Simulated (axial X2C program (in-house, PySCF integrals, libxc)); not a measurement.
# HZrH⁺: the levels of the configuration d1 s0 p(π)0

Aim: the spin–orbit levels of HZrH⁺ that arise from the configuration d1 s0 p(π)0 of Zr, and how they move with the bond.

Method: two-component X2C, average-of-configuration Hartree–Fock and CI in the open shells; program: an in-house X2C program for linear molecules on PySCF integrals.

All values are calculated.

### Step 1. The job

The input, task.json:

```json
{
 "zs": [
  1,
  40,
  1
 ],
 "q": 1,
 "bas": [
  "dyall-v3z",
  "dyall-v3z",
  "dyall-v3z"
 ],
 "r0": 1.86,
 "metal": 1,
 "shells": [
  [
   2,
   [
    0,
    1,
    2
   ],
   1
  ],
  [
   0,
   [
    0
   ],
   0
  ],
  [
   1,
   [
    1
   ],
   0
  ]
 ],
 "fix": 0,
 "emax": 3.2,
 "nroots": 6
}
```

Keys: zs atomic numbers; q charge; bas basis sets; r0 starting distance in Å; metal index of the metal atom; shells open shells as [l, |m| values, electrons]; fix electron count of the first shell held; emax energy window in eV; nroots roots for each Ω.

Command:

```
$ python soci.py task.json out
```

Two-component X2C with atomic mean-field Coulomb and Gaunt terms, basis H dyall-v3z, Zr dyall-v3z (cores contracted in-house). Orbitals come from Hartree–Fock averaged over the configuration Zr d1 s0 p(π)0; CI then distributes these electrons over the d, s, p(π) shells of Zr.

### Step 2. CI at H–Zr–H held linear, both bonds 1.920 Å

Output:

```text
average of configuration d1 s0 p(π)0
basis functions 172  fitting functions 925
iter      average energy  largest gradient
   1      -3592.729792443   5.07e+00
   2      -3594.825445622   3.10e+00
   3      -3595.672310795   7.31e-01
   4      -3595.710509512   6.30e-02
   5      -3595.713596330   3.21e-02
   6      -3595.713936020   6.46e-03
   7      -3595.713964188   2.06e-03
   8      -3595.713967400   5.75e-04
   9      -3595.713967782   1.08e-04
  10      -3595.713967829   1.64e-05
converged
CI levels
2*Omega        energy/Eh    cm-1   g(par)  dipole/D  leading shell counts
    3     -3595.73560060        0   2.003    9.222  {'1 0 0': 1.0}
    5     -3595.73227579      730   6.002    9.222  {'1 0 0': 1.0}
    1     -3595.70376938     6986   0.081    9.222  {'1 0 0': 1.0}
    3     -3595.70173439     7433   3.997    9.222  {'1 0 0': 1.0}
    1     -3595.69645899     8591   1.920    9.222  {'1 0 0': 1.0}
```

Dipoles in the output refer to the first atom as origin, so for this ion they depend on that choice.

It took 0.78 s on 1 thread of Arm Neoverse V1, shared host; peak memory 0.33 GiB.

Active spinors (ω > 0; filled shells left out):

```csv
shell,ω,ε (eV),character
d,1/2,-6.58,"56% Zr d, 37% Zr s, 8% H s"
d,3/2,-6.35,100% Zr d
d,5/2,-6.28,100% Zr d
d,1/2,-5.64,96% Zr d
d,3/2,-5.61,96% Zr d
s,1/2,-2.02,"92% Zr s, 5% Zr d"
p(π),1/2,-4.01,98% Zr p
p(π),3/2,-3.95,98% Zr p
```

The levels:

```csv
Ω,energy (cm⁻¹),g∥,configuration
3/2,0,2.00,100% d1
5/2,730,6.00,100% d1
1/2,6986,0.08,100% d1
3/2,7433,4.00,100% d1
1/2,8591,1.92,100% d1
```

g∥ is the magnitude of 2⟨Lz + ge Sz⟩ for the +Ω component.

### Step 3. The same at H–Zr–H held linear, both bonds 1.853 Å

```csv
Ω,energy (cm⁻¹),g∥,configuration
3/2,0,2.00,100% d1
5/2,723,6.00,100% d1
1/2,6869,0.08,100% d1
3/2,7309,4.00,100% d1
1/2,8392,1.92,100% d1
```

### Step 4. Curves along the symmetric stretch (R is each bond)

The same input was run at the other distances (logs left out). Energies in cm⁻¹ from the lowest point; levels are followed by energy order within each Ω.

```csv
R (Å),(1)Ω=3/2,(1)Ω=5/2,(1)Ω=1/2,(2)Ω=3/2,(2)Ω=1/2
1.786,2192,2908,8891,9324,10335
1.853,547,1270,7417,7856,8939
1.920,0,730,6986,7433,8591
1.997,456,1193,7521,7974,9218
2.074,1826,2571,8919,9380,10702
2.160,4183,4935,11257,11726,13122
2.266,7960,8720,14957,15435,16900
```

Constants where the minimum is well bracketed:

```csv
level of the curve,Te (cm⁻¹),Re (Å),ωe (cm⁻¹)
(1)Ω=3/2,0,1.926,1799.7
(1)Ω=5/2,730,1.925,1801.0
(1)Ω=1/2,6989,1.918,1772.8
(2)Ω=3/2,7435,1.918,1773.9
(2)Ω=1/2,8587,1.912,1791.6
```

### Step 5. Summary of results

```
                 quantity                        value
lowest level of the model  Ω = 3/2, g∥ = 2.00, 100% d1
               next level     Ω = 5/2, 730 cm⁻¹ higher
  lowest curve, Re and ωe         1.926 Å, 1799.7 cm⁻¹
```

In words: In the lowest level ⟨Sz⟩ = -0.50 and ⟨Lz⟩ = 2.00; its leading determinant has weight 1.00 among 3. From 1.920 to 1.853 Å the gap from the lowest to the fifth level goes from 8591 to 8392 cm⁻¹. Without dynamic correlation distances can be off by several hundredths of an Å, and the wavenumbers are rough. Dynamic correlation is missing, so gaps between terms are too wide and other configurations may lie lower; the lowest level listed is that of this model, not necessarily the ground state. For d shells the ligand-field splittings (σ, π, δ) and their order can be off by a thousand cm⁻¹ or more. At most 6 roots were kept for each Ω > 0 (twice that for Ω = 0) within 3.2 eV of the lowest, so higher up levels can be missing between those listed; levels with Ω > 0 are doubly degenerate and listed once, Ω = 0 levels singly. Some active spinors are only partly of the character that their shell is named for, so the shell names and counts are nominal. States that fill the shells left empty in the average are placed too high. The molecule was held linear; bending was not examined.
